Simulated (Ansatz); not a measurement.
# Ca8CO: the cost of one run

Program: Ansatz 0.2.0. Level of theory: DFT PBE, scalar-relativistic, plane waves, PAW. These are calculated values, not measurements.

11 further runs of the same task are left out: 11 set aside as unsound or not needed.

## (1) The starting structure

The structure is tetragonal, space group P4mm (No. 99). Conventional cell: a = 7.813 Å, b = 7.813 Å, c = 20.609 Å, α = 90.00°, β = 90.00°, γ = 90.00°. Ca (site symmetry m) has 8 Ca at 3.80 to 3.91 Å as nearest neighbours. Ca (site symmetry 4mm) is surrounded by 1 C at 2.66 Å. Ca (site symmetry 2mm) is surrounded by 8 Ca at 3.80 to 3.91 Å. Ca (site symmetry 4mm) has 8 Ca at 3.80 to 3.91 Å as nearest neighbours. C (site symmetry 4mm) is surrounded by 1 O at 1.16 Å. O (site symmetry 4mm) is surrounded by 1 C at 1.16 Å.

Coordinates:

```
Ca C O
1.0
     7.81324    0.00000    0.00000
     0.00000    7.81324    0.00000
     0.00000    0.00000   20.60939
Ca C O
8 1 1
Direct
  0.25000 0.25000 0.19409
  0.25000 0.75000 0.19409
  0.75000 0.25000 0.19409
  0.75000 0.75000 0.19409
  0.00000 0.00000 0.32070
  0.00000 0.50000 0.32070
  0.50000 0.00000 0.32070
  0.50000 0.50000 0.32070
  0.00000 0.00000 0.44977
  0.00000 0.00000 0.50605
```

This is the geometry of the first run shown, built on a cell relaxed beforehand with the same method.

## (2) The scan

Atoms count from 1 in the order of the input.

CO stands on one site of a rigid substrate while its tilt and height are varied at a fixed bond length.

- tilt of the C9-O10 axis from the surface normal: 7 values from 0 to 90 °
- height of C9 above the plane of Ca5: 6 values from 2.22 to 3.77 Å

Nothing else is relaxed. Points are written as (first, second).

## (3) Point (0°, 2.66 Å)

A dipole layer in the vacuum cancels the field that periodic copies would set up if the slab's two faces differ.

File input.yaml:

```yaml
crystal:
  lattice:
    - [7.8132359333, 0.0, 0.0]
    - [0.0, 7.8132359333, 0.0]
    - [0.0, 0.0, 20.609393358]
  atoms:
    - { symbol: Ca, position: [0.25, 0.25, 0.1940862562] }
    - { symbol: Ca, position: [0.25, 0.75, 0.1940862562] }
    - { symbol: Ca, position: [0.75, 0.25, 0.1940862562] }
    - { symbol: Ca, position: [0.75, 0.75, 0.1940862562] }
    - { symbol: Ca, position: [0.0, 0.0, 0.3206981032] }
    - { symbol: Ca, position: [0.0, 0.5, 0.3206981032] }
    - { symbol: Ca, position: [0.5, 0.0, 0.3206981032] }
    - { symbol: Ca, position: [0.5, 0.5, 0.3206981032] }
    - { symbol: C, position: [0.0, 0.0, 0.4497654636] }
    - { symbol: O, position: [0.0, 0.0, 0.5060504779] }
basis:
  ecutwfc: 420
kpoints:
  mp_grid: { grid: [4, 4, 1] }
hamiltonian:
  xc: pbe
scf:
  occupations: { method: gaussian, width: 0.1 }
output:
  forces: true
  eigenvalues: true
efield:
  axis: 3
  dipole_correction: true
  ramp_width: 0.04
```

Started as:

```console
$ ansatz run input.yaml --threads 4 --pin off --max-ram 12288MiB --backend cpu --events-out ev --progress --plain --runs-dir out
```

What time and memory should one allow on 4 threads of Arm Neoverse V1, shared host?

About 10 s, with a peak of 1.7 GiB.
